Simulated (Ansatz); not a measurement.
# GeH4O2 (SMILES [OH][GeH2][OH]) at r2SCAN0/cc-pVDZ

What is the energy change on altering one bond length of GeH4O2 at r2SCAN0/cc-pVDZ? 

Program for the calculation: Ansatz 0.2.0.

53 further runs of the same task are left out: 53 set aside as unsound or not needed.

### 1 The structure to begin with

The species is GeH4O2 (7 atoms), meant as a singlet with charge 0. As SMILES, `[OH][GeH2][OH]`. The coordinates come from a PBE0-D4/def2-TZVP relaxation. This is one conformer, not always the lowest.

Bond lengths: O1–Ge2 1.776 Å, Ge2–O3 1.773 Å, O1–H4 0.959 Å, Ge2–H5 1.543 Å, Ge2–H6 1.525 Å, O3–H7 0.959 Å. Angles: O1–Ge2–O3 110.8°, O1–Ge2–H5 108.6°, O1–Ge2–H6 106.6°, O3–Ge2–H5 109.7°, O3–Ge2–H6 104.9°, Ge2–O1–H4 113.3°, Ge2–O3–H7 113.6°, H5–Ge2–H6 116.1°.

### 2 A single-point energy at r2SCAN0/cc-pVDZ

in.yaml reads:

```yaml
crystal:
  periodic: [false, false, false]
  atoms:
    - {symbol: O, position_ang: [-1.491300, -0.416000, -0.173900]}
    - {symbol: Ge, position_ang: [0.023500, 0.377000, 0.305300]}
    - {symbol: O, position_ang: [1.347400, -0.798900, 0.400600]}
    - {symbol: H, position_ang: [-1.634900, -0.418700, -1.122100]}
    - {symbol: H, position_ang: [0.363400, 1.460500, -0.739100]}
    - {symbol: H, position_ang: [-0.172500, 0.863100, 1.737300]}
    - {symbol: H, position_ang: [1.625600, -1.135200, -0.453800]}
basis:
  gaussian:
    orbitals: cc-pVDZ
hamiltonian:
  xc: {name: r2SCAN0}
accuracy: high
output:
  orbitals: {seedname: orbitals}
```

Started as:

```console
$ ansatz run in.yaml --threads 1 --pin off --max-ram 3480MiB --events-out events.jsonl --progress --plain --runs-dir runs
```

What it wrote:

```text
Warning: RAYON_NUM_THREADS=1 ignored (pool sized by the plan → 1); use --threads N
Functional definition: r2SCAN0
  name "r2SCAN0"
  parameter a = 0.25
  parameter k0 = 0.174
  parameter k1 = 0.065
  parameter a1 = 4.9479
  exchange = (1 - a)*r2scan_x(k0 = k0, k1 = k1, a1 = a1) + a*exact_x
  correlation = r2scan_c
1673 factors; integrals over basis functions are off by at most 4.6e-9 eV
mean field evaluation 1: about -60667.7650 eV, gradient 6.1e1 eV
mean field evaluation 2: about -60658.8284 eV, gradient 9.1e1 eV
mean field evaluation 4: about -60674.0588 eV, gradient 7.4e-1 eV
mean field evaluation 8: about -60674.1896 eV, gradient 1.3e-1 eV
mean field evaluation 16: about -60674.1896 eV, gradient 3.9e-6 eV
mean field -60674.18964092 eV, -2229.7353428608 hartree, gradient 2.5e-8 eV, S^2 0.000000; 0 other end points of the search recorded, 0 dependent functions left out
reference -60674.18964150 eV, -2229.7353428822 hartree; 26, 26 occupied and 49, 49 virtual orbitals, 1673 factors
Total energy: -60674.18964150 eV, -2229.7353428822 hartree
```

Wall time 11 s (1 thread of Arm Neoverse V2, shared host); peak memory 0.28 GiB.

### 3 The distorted shape, same level

run.yaml reads:

```yaml
crystal:
  periodic: [false, false, false]
  atoms:
    - {symbol: O, position_ang: [-1.376424, -0.413840, 0.584632]}
    - {symbol: Ge, position_ang: [0.138376, 0.379160, 1.063832]}
    - {symbol: O, position_ang: [1.462276, -0.796740, 1.159132]}
    - {symbol: H, position_ang: [-1.634900, -0.418700, -1.122100]}
    - {symbol: H, position_ang: [0.478276, 1.462660, 0.019432]}
    - {symbol: H, position_ang: [-0.057624, 0.865260, 2.495832]}
    - {symbol: H, position_ang: [1.740476, -1.133040, 0.304732]}
basis:
  gaussian: {orbitals: cc-pVDZ}
hamiltonian: {xc: {name: r2SCAN0}}
accuracy: high
output: {orbitals: {seedname: orbitals}}
```

Started as:

```console
$ ansatz run run.yaml --threads 1 --pin off --max-ram 3480MiB --events-out events.jsonl --progress --plain --runs-dir runs
```

What it wrote:

```text
Warning: RAYON_NUM_THREADS=1 ignored (pool sized by the plan → 1); use --threads N
[... 8 set-up lines as earlier in the session ...]
1673 factors; integrals over basis functions are off by at most 4.5e-9 eV
mean field evaluation 1: about -60660.9222 eV, gradient 6.6e1 eV
mean field evaluation 2: about -60630.0407 eV, gradient 1.3e2 eV
mean field evaluation 4: about -60669.6679 eV, gradient 1.3e1 eV
mean field evaluation 8: about -60670.0827 eV, gradient 6.8e-1 eV
mean field evaluation 16: about -60670.0839 eV, gradient 2.8e-4 eV
mean field -60670.08391361 eV, -2229.5844601651 hartree, gradient 4.5e-8 eV, S^2 0.000000; 0 other end points of the search recorded, 0 dependent functions left out
reference -60670.08391421 eV, -2229.5844601872 hartree; 26, 26 occupied and 49, 49 virtual orbitals, 1673 factors
Total energy: -60670.08391421 eV, -2229.5844601872 hartree
```

Run time: 12 s. Hardware: 1 thread of Arm Neoverse V2, shared host; peak memory 0.28 GiB.

### 4 Summary of results

At r2SCAN0/cc-pVDZ:

| quantity | value |
| --- | --- |
| first shape: total energy | -2229.73534 Eh |
| first shape: HOMO energy | -8.71 eV |
| first shape: LUMO energy | 1.21 eV |
| first shape: HOMO–LUMO gap | 9.92 eV |
| distorted shape: total energy | -2229.58446 Eh |
| distorted shape: HOMO energy | -8.55 eV |
| distorted shape: LUMO energy | -3.56 eV |
| distorted shape: HOMO–LUMO gap | 4.99 eV |
| energy change with the O1–H4 bond stretched from 0.959 to 1.726 Å | 4.106 eV |

With the O1–H4 bond stretched from 0.959 to 1.726 Å the energy rises by 4.11 eV (396 kJ/mol). The first shape isn't relaxed at this level, so the change isn't measured from a minimum. A restricted reference can't describe the breaking bond well at this length.
